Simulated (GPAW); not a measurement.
# GaGe3 (P6_3/mmc) in GPAW: a series of runs

Aim: see how the results for GaGe3 move with the level of theory and the settings. Levels: PBEsol+D3(BJ)+ATM, PBEsol+D4. Tasks: relaxation of cell and atoms.

Everything below comes from runs of GPAW 26.7.0. Logs are shortened: lines on timing, memory, paths and dates and some standing lists are left out, and cuts for length are marked. The log counts tension as positive stress, the text compression.

### 1 The crystal as given

It takes space group P6_3/mmc (No. 194, hexagonal). Conventional cell: a = 5.985 Å, b = 5.985 Å, c = 5.035 Å, α = 90.00°, β = 90.00°, γ = 120.00°. Ge (site symmetry mm2) has 8 Ge at 2.94 to 3.05 Å and 4 Ga at 2.99 to 3.07 Å as nearest neighbours. Ga (site symmetry -6m2) has 12 Ge at 2.99 to 3.07 Å as nearest neighbours.

The cell comes from a database or a generator and needn't be the stable form of this composition.

### 2 Relaxation of cell and atoms, PBEsol+D3(BJ)+ATM

run.py

```python
from ase import Atoms
from ase.calculators.mixing import SumCalculator
from ase.filters import FrechetCellFilter
from ase.io import write
from ase.optimize import BFGS
from dftd3.ase import DFTD3
from gpaw import GPAW, PW, setup_paths

setup_paths.insert(0, '.')

atoms = Atoms(['Ge', 'Ge', 'Ge', 'Ge', 'Ge', 'Ge', 'Ga', 'Ga'],
              cell=[[5.9850359054, 0.0, 0.0],
                    [-2.9925179527, 5.1831931366, 0.0],
                    [0.0, 0.0, 5.034952]],
              scaled_positions=[[0.163561505, 0.32712301, 0.25],
                                [0.163561505, 0.836438495, 0.25],
                                [0.67287699, 0.836438495, 0.25],
                                [0.836438495, 0.67287699, 0.75],
                                [0.836438495, 0.163561505, 0.75],
                                [0.32712301, 0.163561505, 0.75],
                                [0.3333333333, 0.6666666667, 0.75],
                                [0.6666666667, 0.3333333333, 0.25]],
              pbc=True)

calc = GPAW(mode=PW(600),
            xc='PBEsol',
            kpts={'size': (4, 4, 4), 'gamma': True},
            occupations={'name': 'fermi-dirac', 'width': 0.05},
            nbands=31,
            convergence={'density': 1e-05, 'forces': 0.0001},
            maxiter=150,
            txt='gpaw.txt')
atoms.calc = SumCalculator([calc, DFTD3(damping='d3bj', params_tweaks=dict(method='pbesol', atm=True))])
opt = BFGS(FrechetCellFilter(atoms), trajectory='relax.traj', logfile='-')
done = opt.run(fmax=0.02, steps=60)
calc.write('gs.gpw')
write('result.traj', atoms)
print('Converged:', done)
print('Cell:', atoms.cell.cellpar().round(4))
print('Volume:', round(atoms.get_volume(), 4))
print(atoms.get_scaled_positions().round(5))
```

Potentials or basis: PAW data sets generated in the run's folder for this functional, pw.

Launch:

```sh
gpaw-setup -f PBEsol Ga Ge
OMP_NUM_THREADS=1 python run.py
```

gpaw.txt:

```text
__  _  _
 | _ |_)|_||  |
 |__||  | ||/\| - 26.7.0

Input parameters:
  mode=PW(ecut=600.0),
  convergence={'density': 1e-05, 'forces': 0.0001},
  kpts=MonkhorstPack(size=(4, 4, 4), gamma=True),
  maxiter=150,
  nbands=31,
  occupations=Occupations(name='fermi-dirac', width=0.05),
  xc=XC(name='PBEsol')

Diagonalizing LCAO Hamiltonian
Converting LCAO to pw mode

             Ga     Ge

               Ge     Ge
          Ge     Ge

            Ge     Ga

Atoms  # Å, Bohr magnetons
|   | symbol |         x |        y |        z |    initial magnetic moments |
|---|--------|-----------|----------|----------|-----------------------------|
| 0 |     Ge |  0.000000 | 1.695542 | 1.258738 | ( 0.0000,  0.0000,  0.0000) |
| 1 |     Ge | -1.524136 | 4.335422 | 1.258738 | ( 0.0000,  0.0000,  0.0000) |
| 2 |     Ge |  1.524136 | 4.335422 | 1.258738 | ( 0.0000,  0.0000,  0.0000) |
| 3 |     Ge |  2.992518 | 3.487651 | 3.776214 | ( 0.0000,  0.0000,  0.0000) |
| 4 |     Ge |  4.516654 | 0.847771 | 3.776214 | ( 0.0000,  0.0000,  0.0000) |
| 5 |     Ge |  1.468382 | 0.847771 | 3.776214 | ( 0.0000,  0.0000,  0.0000) |
| 6 |     Ga | -0.000000 | 3.455462 | 3.776214 | ( 0.0000,  0.0000,  0.0000) |
| 7 |     Ga |  2.992518 | 1.727731 | 1.258738 | ( 0.0000,  0.0000,  0.0000) |

Unit cell  # Å
| periodic |         x |        y |        z |  lengths |     angles |
|----------|-----------|----------|----------|----------|------------|
|      yes |  5.985036 | 0.000000 | 0.000000 | 5.985036 |  90.000000 |
|      yes | -2.992518 | 5.183193 | 0.000000 | 5.985036 |  90.000000 |
|      yes |  0.000000 | 0.000000 | 5.034952 | 5.034952 | 120.000000 |

Number of symmetries: 12
Symmetry operations  # r_c * U_cc + t_c -> r_c
|    | kind |            matrix            |
|----|------|------------------------------|
|  0 |  σ   |  1, 1, 0,  0,-1, 0,  0, 0, 1 |
|  1 |  S6  |  1, 1, 0, -1, 0, 0,  0, 0,-1 |
|  2 |  E   |  1, 0, 0,  0, 1, 0,  0, 0, 1 |
|  3 |  C2  |  1, 0, 0, -1,-1, 0,  0, 0,-1 |
|  4 |  C2  |  0, 1, 0,  1, 0, 0,  0, 0,-1 |
|  5 |  C3  |  0, 1, 0, -1,-1, 0,  0, 0, 1 |
|  6 |  S6  |  0,-1, 0,  1, 1, 0,  0, 0,-1 |
|  7 |  σ   |  0,-1, 0, -1, 0, 0,  0, 0, 1 |
|  8 |  σ   | -1, 0, 0,  1, 1, 0,  0, 0, 1 |
|  9 |  i   | -1, 0, 0,  0,-1, 0,  0, 0,-1 |
| 10 |  C3  | -1,-1, 0,  1, 0, 0,  0, 0, 1 |
| 11 |  C2  | -1,-1, 0,  0, 1, 0,  0, 0,-1 |

BZ-sampling:
  Number of BZ points: 64
  Number of IBZ points: 13

  Monkhorst-Pack size: [4, 4, 4]
  Monkhorst-Pack shift: [0.125, 0.125, 0.125]

K-points  # in reciprocal-cell coordinates
|     |                                coordinates |     weight |
|-----|--------------------------------------------|------------|
|   0 | (  0.00000000,   0.00000000,   0.00000000) | 0.01562500 |
|   1 | (  0.00000000,   0.00000000,   0.25000000) | 0.03125000 |
|   2 | (  0.00000000,   0.00000000,   0.50000000) | 0.01562500 |
|   3 | (  0.25000000,   0.00000000,  -0.25000000) | 0.09375000 |
|   4 | (  0.25000000,   0.00000000,   0.00000000) | 0.09375000 |
|   5 | (  0.25000000,   0.00000000,   0.25000000) | 0.09375000 |
|   6 | (  0.25000000,   0.00000000,   0.50000000) | 0.09375000 |
|   7 | (  0.50000000,   0.25000000,   0.00000000) | 0.09375000 |
|   8 | (  0.50000000,   0.25000000,   0.25000000) | 0.18750000 |
|   9 | (  0.50000000,   0.25000000,   0.50000000) | 0.09375000 |
| ... |                                            |            |
|  12 | (  0.50000000,   0.50000000,   0.50000000) | 0.04687500 |

Plane wave coefficients: 5238
Cutoff: 600.0 eV

Spin-components: 1 (collinear spins)
Bands:           31
Projectors:      40
Spin-degeneracy: 2
Datatype:        complex128

Parallelization:
  kpt:    1
  domain: 1
  band:   1

Density:
  Valence electrons: 30.0
  Components: 1
  Grid points: [35 35 30]
  Charge: 0.0  # |e|

Potential:
  Grid points: [35 35 30]

species:
  Ge:
    name:    Germanium
    Z:       32.0
    valence: 4
    core:    28
    charge:  0.0  # [|e|]
    compensation charges:
      type: gauss
      rc: 0.32  # [Å]
      lmax: 2
    cutoffs:
      filter: 1.77  # [Å]
      core: 3.42  # [Å]
    projectors
[... 85 lines left out ...]
Converged in 10 steps
Energy contributions relative to reference atoms: (reference = -448023.430416)

Energy contributions:
  Kinetic:          41.415572
  Coulomb:         -37.632234
  Zero:             -0.026287
  External:          0.000000
  Xc:              -38.402830
  Entropy:          -0.025983
  Spinorbit:         0.000000
  ----------------------------
  Free energy:     -34.671763
  Extrapolated:    -34.658771

dipole moment: (0.000515, 0.000892, 0.000866)  # |e|*Ang

Fermi level: 6.975
Eigenvalues  # (at kpt = [0.000, 0.000, 0.000])
| band index |      eig [eV] | occ [0-2] |
|------------|---------------|-----------|
|          0 |        -5.511 |     2.000 |
|        ... |               |           |
|          9 |         4.373 |     2.000 |
|         10 |         4.373 |     2.000 |
|         11 |         5.559 |     2.000 |
|         12 |         5.742 |     2.000 |
|         13 |         5.742 |     2.000 |
|         14 |         5.992 |     2.000 |
[... 8 lines left out ...]
|         23 |        10.683 |     0.000 |
|         24 |        13.746 |     0.000 |
|        ... |               |           |
|         30 |        15.565 |     0.000 |

No gap
No difference between direct/indirect transitions

Stress tensor  # eV/Ang^3
|         x |         y |        z |
|-----------|-----------|----------|
|  0.029244 | -0.000000 | 0.000000 |
| -0.000000 |  0.029244 | 0.000000 |
|  0.000000 |  0.000000 | 0.023883 |

Forces  # eV/Ang
|        x |        y |        z |
|----------|----------|----------|
| -0.00000 |  0.12021 |  0.00000 |  # Ge   0
|  0.10410 | -0.06010 |  0.00000 |  # Ge   1
| -0.10410 | -0.06010 |  0.00000 |  # Ge   2
|  0.00000 | -0.12021 | -0.00000 |  # Ge   3
| -0.10410 |  0.06010 | -0.00000 |  # Ge   4
|  0.10410 |  0.06010 | -0.00000 |  # Ge   5
|  0.00000 |  0.00000 | -0.00000 |  # Ga   6
| -0.00000 | -0.00000 |  0.00000 |  # Ga   7

Interpolating wave functions to new cell

             Ga     Ge

               Ge     Ge
          Ge     Ge

            Ge     Ga

Atoms  # Å, Bohr magnetons
|   | symbol |         x |        y |        z |    initial magnetic moments |
|---|--------|-----------|----------|----------|-----------------------------|
| 0 |     Ge |  0.000000 | 1.694701 | 1.257050 | ( 0.0000,  0.0000,  0.0000) |
| 1 |     Ge | -1.520302 | 4.327941 | 1.257050 | ( 0.0000,  0.0000,  0.0000) |
| 2 |     Ge |  1.520302 | 4.327941 | 1.257050 | ( 0.0000,  0.0000,  0.0000) |
| 3 |     Ge |  2.987956 | 3.480590 | 3.771151 | ( 0.0000,  0.0000,  0.0000) |
| 4 |     Ge |  4.508258 | 0.847351 | 3.771151 | ( 0.0000,  0.0000,  0.0000) |
| 5 |     Ge |  1.467654 | 0.847351 | 3.771151 | ( 0.0000,  0.0000,  0.0000) |
| 6 |     Ga | -0.000000 | 3.450194 | 3.771151 | ( 0.0000,  0.0000,  0.0000) |
| 7 |     Ga |  2.987956 | 1.725097 | 1.257050 | ( 0.0000,  0.0000,  0.0000) |

Unit cell  # Å
| periodic |         x |         y |         z |  lengths |     angles |
|----------|-----------|-----------|-----------|----------|------------|
|      yes |  5.975912 | -0.000000 |  0.000000 | 5.975912 |  90.000000 |
|      yes | -2.987956 |  5.175292 | -0.000000 | 5.975912 |  90.000000 |
|      yes |  0.000000 | -0.000000 |  5.028201 | 5.028201 | 120.000000 |

Number of symmetries: 12
Symmetry operations  # r_c * U_cc + t_c -> r_c
|    | kind |            matrix            |
|----|------|------------------------------|
|  0 |  σ   |  1, 1, 0,  0,-1, 0,  0, 0, 1 |
|  1 |  S6  |  1, 1, 0, -1, 0, 0,  0, 0,-1 |
|  2 |  E   |  1, 0, 0,  0, 1, 0,  0, 0, 1 |
|  3 |  C2  |  1, 0, 0, -1,-1, 0,  0, 0,-1 |
|  4 |  C2  |  0, 1, 0,  1, 0, 0,  0, 0,-1 |
|  5 |  C3  |  0, 1, 0, -1,-1, 0,  0, 0, 1 |
|  6 |  S6  |  0,-1, 0,  1, 1, 0,  0, 0,-1 |
|  7 |  σ   |  0,-1, 0, -1, 0, 0,  0, 0, 1 |
|  8 |  σ   | -1, 0, 0,  1, 1, 0,  0, 0, 1 |
|  9 |  i   | -1, 0, 0,  0,-1, 0,  0, 0,-1 |
| 10 |  C3  | -1,-1, 0,  1, 0, 0,  0, 0, 1 |
| 11 |  C2  | -1,-1, 0,  0, 1, 0,  0, 0,-1 |

BZ-sampling:
  Number of BZ points: 64
  Number of IBZ points: 13

  Monkhorst-Pack size: [4, 4, 4]
  Monkhorst-Pack shift: [0.125, 0.125, 0.125]

K-points  # in reciprocal-cell coordinates
|     |                                coordinates |     weight |
|-----|--------------------------------------------|------------|
|   0 | (  0.00000000,   0.00000000,   0.00000000) | 0.01562500 |
|   1 | (  0.00000000,   0.00000000,   0.25000000) | 0.03125000 |
|   2 | (  0.00000000,   0.00000000,   0.50000000) | 0.01562500 |
|   3 | (  0.25000000,   0.00000000,  -0.25000000) | 0.09375000 |
|   4 | (  0.25000000,   0.00000000,   0.00000000) | 0.09375000 |
|   5 | (  0.25000000,   0.00000000,   0.25000000) | 0.09375000 |
|   6 | (  0.25000000,   0.00000000,   0.50000000) | 0.09375000 |
|   7 | (  0.50000000,   0.25000000,   0.00000000) | 0.09375000 |
|   8 | (  0.50000000,   0.25000000,   0.25000000) | 0.18750000 |
|   9 | (  0.50000000,   0.25000000,   0.50000000) | 0.09375000 |
| ... |                                            |            |
[... 1912 lines left out ...]
Fermi level: 8.278
Eigenvalues  # (at kpt = [0.000, 0.000, 0.000])
| band index |      eig [eV] | occ [0-2] |
|------------|---------------|-----------|
|          0 |        -5.095 |     2.000 |
|        ... |               |           |
|          9 |         5.904 |     2.000 |
|         10 |         5.904 |     2.000 |
|         11 |         6.822 |     2.000 |
|         12 |         6.822 |     2.000 |
|         13 |         6.923 |     2.000 |
|         14 |         7.416 |     2.000 |
[... 8 lines left out ...]
|         23 |        12.385 |     0.000 |
|         24 |        15.844 |     0.000 |
|        ... |               |           |
|         30 |        17.874 |     0.000 |

No gap
No difference between direct/indirect transitions

Stress tensor  # eV/Ang^3
|         x |         y |         z |
|-----------|-----------|-----------|
| -0.017563 | -0.000000 | -0.000000 |
| -0.000000 | -0.017563 |  0.000000 |
| -0.000000 |  0.000000 | -0.018958 |

Forces  # eV/Ang
|        x |        y |        z |
|----------|----------|----------|
| -0.00000 |  0.00261 | -0.00000 |  # Ge   0
|  0.00226 | -0.00130 | -0.00000 |  # Ge   1
| -0.00226 | -0.00130 | -0.00000 |  # Ge   2
|  0.00000 | -0.00261 |  0.00000 |  # Ge   3
| -0.00226 |  0.00130 |  0.00000 |  # Ge   4
|  0.00226 |  0.00130 |  0.00000 |  # Ge   5
|  0.00000 |  0.00000 |  0.00000 |  # Ga   6
| -0.00000 |  0.00000 | -0.00000 |  # Ga   7

# Writing to gs.gpw (mode='')
```

It took 4.6 min on 1 thread of Arm Neoverse V2, shared host; peak memory 0.3 GiB.

What came out:

- Free energy: -37.4192 eV
- Relaxed volume: 17.43 Å³/atom
- Relaxed cell: a = 5.751 Å, b = 5.751 Å, c = 4.868 Å, α = 90.00°, β = 90.00°, γ = 120.00°
- Space group after relaxing (to 0.05 Å): P6_3/mmc (No. 194)
- Energy gained by relaxing: 51.4 meV/atom
- Ionic steps: 9
- Pressure after relaxing: 0.0 GPa
- Largest force after relaxing: 0.004 eV/Å
- Band gap on the k mesh: none (metal or under the smearing width)
- Dispersion energy per atom: -0.326 eV

Forces in eV/Å, atoms in the order of the input:
```
Ge   0.000  0.004  0.000
Ge   0.003 -0.002  0.000
Ge  -0.003 -0.002  0.000
Ge   0.000 -0.004  0.000
Ge  -0.003  0.002  0.000
Ge   0.003  0.002  0.000
Ga   0.000  0.000  0.000
Ga   0.000  0.000  0.000
```

Stress tensor (GPa, compression positive):
```
-0.05  0.00  0.00
 0.00 -0.05  0.00
 0.00  0.00  0.15
```

Step by step:
| step | energy change (eV) | largest force (eV/Å) | pressure (GPa) | volume (Å³) |
| --- | --- | --- | --- | --- |
| 1 | 0.0000 | 0.1223 | -6.73 | 156.19 |
| 2 | -0.0297 | 0.1209 | -6.54 | 155.51 |
| 3 | -0.3652 | 0.0375 | -2.74 | 144.71 |
| 4 | -0.4051 | 0.0866 | 0.70 | 138.30 |
| 5 | -0.4106 | 0.0456 | -0.17 | 139.75 |
| 6 | -0.4107 | 0.0424 | -0.12 | 139.66 |
| 7 | -0.4112 | 0.0067 | 0.07 | 139.32 |
| 8 | -0.4113 | 0.0016 | 0.04 | 139.37 |
| 9 | -0.4113 | 0.0040 | 0.01 | 139.42 |

Final structure:
```
Ge Ga
1.0
     5.75074    0.00000    0.00000
    -2.87537    4.98029    0.00000
     0.00000    0.00000    4.86789
Ge Ga
6 2
Direct
  0.16722 0.33444 0.25000
  0.16722 0.83278 0.25000
  0.66556 0.83278 0.25000
  0.83278 0.66556 0.75000
  0.83278 0.16722 0.75000
  0.33444 0.16722 0.75000
  0.33333 0.66667 0.75000
  0.66667 0.33333 0.25000
```

Levels at points of the mesh, in eV from the Fermi level:
```tsv
k point	band 11	band 12	band 13	band 14	band 15	band 16	band 17	band 18	band 19	band 20
(0.00, 0.00, 0.00)	-2.37	-1.46	-1.46	-1.36	-0.86	-0.86	-0.85	0.18	1.56	1.56
(0.00, 0.00, 0.50)	-4.75	-4.75	-4.65	-4.65	1.36	1.36	4.83	4.83	4.83	4.83
(0.50, 0.50, 0.00)	-2.54	-1.98	-1.88	-1.59	-1.45	-0.91	0.50	0.65	2.40	2.89
(0.50, 0.50, 0.50)	-1.39	-1.39	-0.24	-0.24	0.02	0.02	1.56	1.56	2.16	2.16
```

Caveat: later steps reuse the first step's grids; pairwise dispersion overbinds metals, which lowers pressure and volume.

### 3 Relaxation of cell and atoms, PBEsol+D4

Changes to run.py since step 2:

```diff
@@ -5,3 +5,3 @@
 from ase.optimize import BFGS
-from dftd3.ase import DFTD3
+from dftd4.ase import DFTD4
 from gpaw import GPAW, PW, setup_paths
@@ -32,3 +32,3 @@
             txt='gpaw.txt')
-atoms.calc = SumCalculator([calc, DFTD3(damping='d3bj', params_tweaks=dict(method='pbesol', atm=True))])
+atoms.calc = SumCalculator([calc, DFTD4(method='pbesol')])
 opt = BFGS(FrechetCellFilter(atoms), trajectory='relax.traj', logfile='-')
```

Potentials or basis: PAW data sets generated in the run's folder for this functional, pw.

Launch:

```sh
gpaw-setup -f PBEsol Ga Ge
OMP_NUM_THREADS=1 python run.py
```

gpaw.txt:

```text
__  _  _
 | _ |_)|_||  |
 |__||  | ||/\| - 26.7.0

Input parameters:
  mode=PW(ecut=600.0),
  convergence={'density': 1e-05, 'forces': 0.0001},
  kpts=MonkhorstPack(size=(4, 4, 4), gamma=True),
  maxiter=150,
  nbands=31,
  occupations=Occupations(name='fermi-dirac', width=0.05),
  xc=XC(name='PBEsol')

Diagonalizing LCAO Hamiltonian
Converting LCAO to pw mode

             Ga     Ge

               Ge     Ge
          Ge     Ge

            Ge     Ga

Atoms  # Å, Bohr magnetons
|   | symbol |         x |        y |        z |    initial magnetic moments |
|---|--------|-----------|----------|----------|-----------------------------|
| 0 |     Ge |  0.000000 | 1.695542 | 1.258738 | ( 0.0000,  0.0000,  0.0000) |
[... 521 lines left out ...]
|      yes |  5.829046 | 0.000000 | -0.000000 | 5.829046 |  90.000000 |
|      yes | -2.914523 | 5.048102 |  0.000000 | 5.829046 |  90.000000 |
|      yes | -0.000000 | 0.000000 |  4.920820 | 4.920820 | 120.000000 |

Number of symmetries: 4
Symmetry operations  # r_c * U_cc + t_c -> r_c
|   | kind |            matrix            |
|---|------|------------------------------|
| 0 |  E   |  1, 0, 0,  0, 1, 0,  0, 0, 1 |
| 1 |  C2  |  0, 1, 0,  1, 0, 0,  0, 0,-1 |
| 2 |  σ   |  0,-1, 0, -1, 0, 0,  0, 0, 1 |
| 3 |  i   | -1, 0, 0,  0,-1, 0,  0, 0,-1 |
[... 189 lines left out ...]
No gap
No difference between direct/indirect transitions

Stress tensor  # eV/Ang^3
|         x |        y |         z |
|-----------|----------|-----------|
|  0.001726 | 0.000000 | -0.000000 |
|  0.000000 | 0.001726 |  0.000000 |
| -0.000000 | 0.000000 | -0.001641 |

Forces  # eV/Ang
|        x |        y |        z |
|----------|----------|----------|
|  0.00002 |  0.02388 |  0.00000 |  # Ge   0
|  0.02067 | -0.01194 |  0.00000 |  # Ge   1
| -0.02067 | -0.01196 |  0.00000 |  # Ge   2
| -0.00002 | -0.02388 | -0.00000 |  # Ge   3
| -0.02067 |  0.01194 | -0.00000 |  # Ge   4
|  0.02067 |  0.01196 | -0.00000 |  # Ge   5
|  0.00001 | -0.00001 | -0.00000 |  # Ga   6
| -0.00001 |  0.00001 |  0.00000 |  # Ga   7
[... 972 lines left out ...]
Forces  # eV/Ang
|        x |        y |        z |
|----------|----------|----------|
|  0.00000 |  0.00310 |  0.00000 |  # Ge   0
|  0.00269 | -0.00155 |  0.00000 |  # Ge   1
| -0.00269 | -0.00155 |  0.00000 |  # Ge   2
| -0.00000 | -0.00310 | -0.00000 |  # Ge   3
| -0.00269 |  0.00155 | -0.00000 |  # Ge   4
|  0.00269 |  0.00155 | -0.00000 |  # Ge   5
|  0.00000 | -0.00000 | -0.00000 |  # Ga   6
| -0.00000 |  0.00000 |  0.00000 |  # Ga   7

# Writing to gs.gpw (mode='')
```

stdout:

```text
Step          Energy          fmax
BFGS:    0      -36.472432        0.789001
BFGS:    1      -36.497750        0.762774
BFGS:    2      -36.794923        0.262990
BFGS:    3      -36.819821        0.095819
BFGS:    4      -36.822810        0.041482
BFGS:    5      -36.822964        0.037626
BFGS:    6      -36.823483        0.018808
Converged: True
Cell: [  5.7663   5.7663   4.8813  90.      90.     120.    ]
Volume: 140.5592
[[0.16722 0.33445 0.25   ]
 [0.16722 0.83278 0.25   ]
 [0.66555 0.83278 0.25   ]
 [0.83278 0.66555 0.75   ]
 [0.83278 0.16722 0.75   ]
 [0.33445 0.16722 0.75   ]
 [0.33333 0.66667 0.75   ]
 [0.66667 0.33333 0.25   ]]
```

Wall time 5.7 min (1 thread of Arm Neoverse V2, shared host); peak memory 0.36 GiB.

Results:

| Property | Result |
| --- | --- |
| Free energy | -36.8374 eV |
| Relaxed volume | 17.57 Å³/atom |
| Relaxed cell | a = 5.766 Å, b = 5.766 Å, c = 4.881 Å, α = 90.00°, β = 90.00°, γ = 120.00° |
| Space group after relaxing (to 0.05 Å) | P6_3/mmc (No. 194) |
| Energy gained by relaxing | 43.9 meV/atom |
| Ionic steps | 7 |
| Pressure after relaxing | 0.0 GPa |
| Largest force after relaxing | 0.004 eV/Å |
| Band gap on the k mesh | none (metal or under the smearing width) |
| Dispersion energy per atom | -0.251 eV |

Forces in eV/Å, atoms in the order of the input:
```
Ge   0.000  0.004  0.000
Ge   0.003 -0.002  0.000
Ge  -0.003 -0.002  0.000
Ge   0.000 -0.004  0.000
Ge  -0.003  0.002  0.000
Ge   0.003  0.002  0.000
Ga   0.000  0.000  0.000
Ga   0.000  0.000  0.000
```

Stress tensor (GPa, compression positive):
```
-0.04  0.00  0.00
 0.00 -0.04  0.00
 0.00  0.00  0.17
```

Step by step:
```
step  energy change (eV)  largest force (eV/Å)  pressure (GPa)  volume (Å³)
   1              0.0000                0.1211           -6.19       156.19
   2             -0.0253                0.1194           -6.01       155.56
   3             -0.3225                0.0245           -2.15       144.80
   4             -0.3474                0.0736            0.47       139.82
   5             -0.3504                0.0430           -0.15       140.88
   6             -0.3505                0.0390           -0.12       140.83
   7             -0.3511                0.0037            0.03       140.56
```

Final structure:
```xyz
8
Lattice="5.7663 0.0000 0.0000 -2.8831 4.9938 0.0000 0.0000 0.0000 4.8813" Properties=species:S:1:pos:R:3 pbc="T T T"
Ge    0.0000    1.6701    1.2203
Ge   -1.4368    4.1587    1.2203
Ge    1.4368    4.1587    1.2203
Ge    2.8831    3.3236    3.6610
Ge    4.3199    0.8351    3.6610
Ge    1.4464    0.8351    3.6610
Ga    0.0000    3.3292    3.6610
Ga    2.8831    1.6646    1.2203
```

Caveat: later steps reuse the first step's grids; pairwise dispersion overbinds metals, which lowers pressure and volume.
